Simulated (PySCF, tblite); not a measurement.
# C5H11NO2Si: geometry, infrared bands and NMR shifts

Wanted: the infrared bands and NMR shifts of C5H11NO2Si (`C[Si@@H]1NCC[C@@H]1C(=O)O`), by calculation.

Computed with tblite 0.8.0 and PySCF 2.14.0, with density-fitted response routines of our own, on a single molecule in the gas phase. Atoms count from 0, in the outputs and in this text.

**1. The molecule as given**

20 atoms, charge 0, multiplicity 1; geometry from: force field or distance geometry start.

Bonds of the start (Å): C0–Si1 1.83, Si1–N2 1.80, N2–C3 1.45, C3–C4 1.52, C4–C5 1.52, C5–C6 1.46, C6–O7 1.27, C6–O8 1.41, C5–Si1 1.85, C0–H9 1.14, C0–H10 1.11, C0–H11 1.10, Si1–H12 1.49, N2–H13 1.05, C3–H14 1.13, C3–H15 1.10, C4–H16 1.12, C4–H17 1.09, C5–H18 1.12, O8–H19 1.02.

**2. Relaxing the molecule with GFN2-xTB**

Job settings and geometry (Å):

```
{"job": {"kind": "relax", "xc": "GFN2-xTB", "basis": "xTB"}, "charge": 0, "multiplicity": 1}
C     -1.863000    -1.297200    -1.021100
Si    -1.123600    -0.182800     0.224300
N     -1.204000     1.561500    -0.214000
C      0.013200     2.029400     0.418400
C      1.127400     1.093100    -0.011300
C      0.708700    -0.306200     0.419600
C      1.350100    -1.339800    -0.394400
O      0.694300    -2.182900    -1.077600
O      2.761000    -1.389100    -0.388700
H     -2.995100    -1.217100    -0.882600
H     -1.684600    -0.981000    -2.071300
H     -1.658100    -2.366400    -0.868800
H     -1.731900    -0.290600     1.577500
H     -2.040800     1.970300     0.260900
H     -0.123100     1.837600     1.521500
H      0.234000     3.087200     0.232500
H      1.180900     1.174100    -1.122200
H      2.097400     1.335200     0.435000
H      0.999800    -0.427200     1.490400
H      3.252200    -2.097400    -0.941000
```

Launch:

```console
$ OMP_NUM_THREADS=1 python probes_run.py task.json out
```

This one command runs all jobs of the session in turn.

**Question.** This job is followed by: GFN2-xTB harmonic vibrations, gas phase; GIAO PBE0/pcSseg-1 NMR shielding, non-relativistic, gas phase. What will the session give for the following? strongest single infrared mode (GFN2-xTB); zero-point energy (GFN2-xTB); 13C shifts against TMS (PBE0/pcSseg-1); 1H shifts against TMS (PBE0/pcSseg-1, means over atoms taken as alike); 29Si shifts against TMS (PBE0/pcSseg-1); 15N shifts against NH3 (PBE0/pcSseg-1); 17O shifts against H2O (PBE0/pcSseg-1).

The runs gave:

```
                                                              quantity                                                     value
                             strongest single infrared mode (GFN2-xTB)                                     1757 cm⁻¹, 561 km/mol
                                          zero-point energy (GFN2-xTB)                                             99.2 kcal/mol
                                13C shifts against TMS (PBE0/pcSseg-1)                         179.3, 49.9, 36.4, 31.9, -0.7 ppm
1H shifts against TMS (PBE0/pcSseg-1, means over atoms taken as alike)  5.86, 5.19, 3.44, 3.17, 2.52, 2.49, 2.08, 0.47, 0.18 ppm
                               29Si shifts against TMS (PBE0/pcSseg-1)                                                  -2.0 ppm
                                15N shifts against NH3 (PBE0/pcSseg-1)                                                  38.1 ppm
                                17O shifts against H2O (PBE0/pcSseg-1)                                          434.6, 211.6 ppm
```

In words: Relaxing lowered the energy by 1.326 eV in 179 steps; the close pair that moved most is Si1–C5, from 1.847 to 1.931 Å. No mode is imaginary among the 54: a minimum at this level. The strongest single mode, at 1757 cm⁻¹, moves mainly C6 and O7. GFN2-xTB is a fitted tight-binding method: band positions and strengths are rough. Its intensities can rank the bands wrongly. C6 (carboxylic acid carbon) lies farthest downfield among carbon, at 179.3 ppm; it is a carbonyl in resonance with an O or N lone pair, the region of acids, esters and amides. At PBE0/pcSseg-1: The largest span, 582 ppm, is at O7, where the paramagnetic term is -500 ppm.
